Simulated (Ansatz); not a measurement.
Ba2Tl5V3O12:

```
Ba V Tl O
1.0
     8.15421    0.00000    0.00000
    -4.07711    7.06176    0.00000
     0.00000    0.00000    6.92128
Ba V Tl O
2 3 5 12
Direct
  0.00000 0.00000 0.23552
  0.00000 0.00000 0.76448
  0.50000 0.00000 0.00000
  0.00000 0.50000 0.00000
  0.50000 0.50000 0.00000
  0.50000 0.00000 0.50000
  0.00000 0.50000 0.50000
  0.50000 0.50000 0.50000
  0.33333 0.66667 0.22489
  0.66667 0.33333 0.77511
  0.33890 0.34334 0.81444
  0.65666 0.99556 0.81444
  0.00444 0.66110 0.81444
  0.34334 0.33890 0.18556
  0.99556 0.65666 0.18556
  0.66110 0.00444 0.18556
  0.66110 0.65666 0.18556
  0.34334 0.00444 0.18556
  0.99556 0.33890 0.18556
  0.65666 0.66110 0.81444
  0.00444 0.34334 0.81444
  0.33890 0.99556 0.81444
```

The cell was built by a generator and needn't be a form met in nature.

Base run:

```yaml
Program: Ansatz 0.2.0
Functional: revPBE
Potentials_or_basis: all-electron LAPW, scalar-relativistic
Cutoff: 422 eV (chosen from the basis error)
Basis_error_allowed: 0.003 eV/atom
k_mesh: 3 × 3 × 3
Occupations: fermi-dirac, width 0.05 eV
Spin: collinear spin, ferromagnetic start
Starting_moments: "[0.0, 0.0, 2.0, 2.0, 2.0, 0.0, 0.0, 0.0, 0.0, 0.0, 0.0, 0.0, 0.0, 0.0, 0.0, 0.0, 0.0, 0.0, 0.0, 0.0, 0.0, 0.0] μB"
```

Its results: band gap on the k mesh none (metal or under the smearing width); pressure 2.3 GPa; net moment 0.00 μB per cell; largest force 0.105 eV/Å.

Question: The run is repeated on the same cell with these changes: functional from revPBE to PBE; k mesh from 3 × 3 × 3 to 4 × 4 × 4. What comes out?

Answer: Band gap on the k mesh none (metal or under the smearing width); pressure 0.2 GPa; net moment 0.00 μB per cell; largest force 0.054 eV/Å.

Several settings changed at once, so the effect can't be laid on one alone.

Caveats: semilocal functionals often make such compounds metallic where correlation or magnetic order opens a gap, which also shifts bond lengths; the starting moments weren't kept; the k mesh is thin for a metal, which can move the energy by tens of meV per atom (some runs).
